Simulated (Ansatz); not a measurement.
# CH6BNOSn: a ladder of functionals and wavefunction methods

The task here is to estimate one member of a computed series from the others.

Program: Ansatz 0.2.0, Gaussian basis. Level of theory: functionals in def2-TZVPP, the program's frozen cores in correlated methods. These are calculated values, not measurements.

Plan: LDA (SPW92), PBE-D4, revPBE-D4, BLYP-D4, r2SCAN-D4, B97M-V, PBE0-D4, B3LYP-D4, r2SCANh-D4, r2SCAN0-D4, HSE06-D4, BHLYP-D4, CAM-B3LYP-D4, LC-ωPBE, ωB97X-V, ωB97M-V, B2PLYP, PBE-QIDH; CCSD(T)/def2-SVP; CCSD(T)/def2-TZVPP; MP2/def2-QZVPP; extrapolation to the limit; RPA on PBE.

## The relaxed structure

An earlier PBE0-D4 in a triple-zeta def2 set relaxation fixed the geometry. Sn takes the def2 core potential; no spin-orbit term is included.

11 atoms, charge 0, spin multiplicity 1.

Atoms are counted from 1 here; the program's logs count them from 0.

Bond lengths: B1–Sn2 2.252 Å, B1–H6 1.204 Å, B1–H7 1.203 Å, Sn2–N3 2.351 Å, Sn2–H8 1.764 Å, N3–C4 1.265 Å, N3–H9 1.011 Å, C4–O5 1.320 Å, C4–H10 1.093 Å, O5–H11 0.962 Å. Angles: Sn2–B1–H6 124.0°, Sn2–B1–H7 120.1°, H6–B1–H7 115.5°, B1–Sn2–N3 91.5°, B1–Sn2–H8 92.5°, N3–Sn2–H8 88.9°, Sn2–N3–C4 130.8°, Sn2–N3–H9 116.5°, C4–N3–H9 112.7°, N3–C4–O5 120.5°, N3–C4–H10 122.9°, O5–C4–H10 116.6°, C4–O5–H11 110.5°.

As a file:

```mol
CH6BNOSn
  3D, bonds by distance, orders not assigned

 11 10  0  0  0  0  0  0  0  0999 V2000
   -2.1459    0.5050   -0.0132 B   0  0
   -1.1445   -0.8162    1.5113 Sn  0  0
    0.9727    0.0405    0.9540 N   0  0
    1.5692    0.1081   -0.1590 C   0  0
    0.9925   -0.3433   -1.2571 O   0  0
   -1.6476    1.4998   -0.4718 H   0  0
   -3.2971    0.3197   -0.3073 H   0  0
   -0.8916   -2.1098    0.3383 H   0  0
    1.5219    0.4168    1.7155 H   0  0
    2.5701    0.5326   -0.2717 H   0  0
    1.5656   -0.2104   -2.0185 H   0  0
  1  2  8  0
  1  6  8  0
  1  7  8  0
  2  3  8  0
  2  8  8  0
  3  4  8  0
  3  9  8  0
  4  5  8  0
  4 10  8  0
  5 11  8  0
M  END
```

Set-up of the first run:

File in.yaml:

```yaml
crystal:
  periodic: [false, false, false]
  atoms:
    - {symbol: B, position_ang: [-2.145925, 0.505009, -0.013161]}
    - {symbol: Sn, position_ang: [-1.144486, -0.816220, 1.511301]}
    - {symbol: N, position_ang: [0.972709, 0.040536, 0.954007]}
    - {symbol: C, position_ang: [1.569185, 0.108146, -0.158987]}
    - {symbol: O, position_ang: [0.992541, -0.343280, -1.257134]}
    - {symbol: H, position_ang: [-1.647557, 1.499846, -0.471810]}
    - {symbol: H, position_ang: [-3.297115, 0.319745, -0.307284]}
    - {symbol: H, position_ang: [-0.891575, -2.109766, 0.338258]}
    - {symbol: H, position_ang: [1.521867, 0.416775, 1.715502]}
    - {symbol: H, position_ang: [2.570070, 0.532624, -0.271721]}
    - {symbol: H, position_ang: [1.565584, -0.210416, -2.018472]}
basis:
  gaussian: {orbitals: def2-TZVPP}
hamiltonian: {xc: lda}
output: {orbitals: {seedname: orbitals}}
```

Among the steps run: LDA; PBE-D4 (GGA); revPBE-D4 (GGA); BLYP-D4 (GGA); r2SCAN-D4 (meta-GGA); B97M-V (meta-GGA); PBE0-D4 (hybrid); B3LYP-D4 (hybrid); r2SCANh-D4 (hybrid); r2SCAN0-D4 (hybrid); HSE06-D4 (hybrid); BHLYP-D4 (hybrid); CAM-B3LYP-D4 (range-separated); LC-ωPBE (range-separated); ωB97X-V (range-separated); ωB97M-V (range-separated); B2PLYP (double hybrid); PBE-QIDH (double hybrid).

One of the session's tables, all rows but one given; the rest of the session is left out.

It belongs to the step «Frontier levels by functional». 

```
  functional  HOMO (eV)  gap (eV)
 LDA (SPW92)      -4.29      2.01
      PBE-D4      -4.12      2.08
   revPBE-D4      -4.06      2.11
     BLYP-D4      -3.98      2.05
   r2SCAN-D4      -4.27      2.43
      B97M-V      -4.21      2.45
     PBE0-D4      -4.95      3.91
    B3LYP-D4      -4.80      3.54
  r2SCANh-D4      -4.59      3.14
  r2SCAN0-D4      -5.07      4.20
    HSE06-D4      -4.57      3.15
    BHLYP-D4          ?         ?
CAM-B3LYP-D4      -6.09      6.14
     LC-ωPBE      -7.24      8.41
     ωB97X-V      -6.98      8.04
     ωB97M-V      -6.92      7.74
```

Q: Estimate the row for BHLYP-D4 from the others.

Worked estimate for «HOMO (eV)». Against the share of exact exchange, BLYP-D4 (0, -3.98), B3LYP-D4 (0.2, -4.80) give a slope of -4.10 per unit share; at 0.5 the line stands at -6.03.

**Answer.** HOMO (eV): -5.69; gap (eV): 5.67. In «HOMO (eV)» the line misses by -0.34.
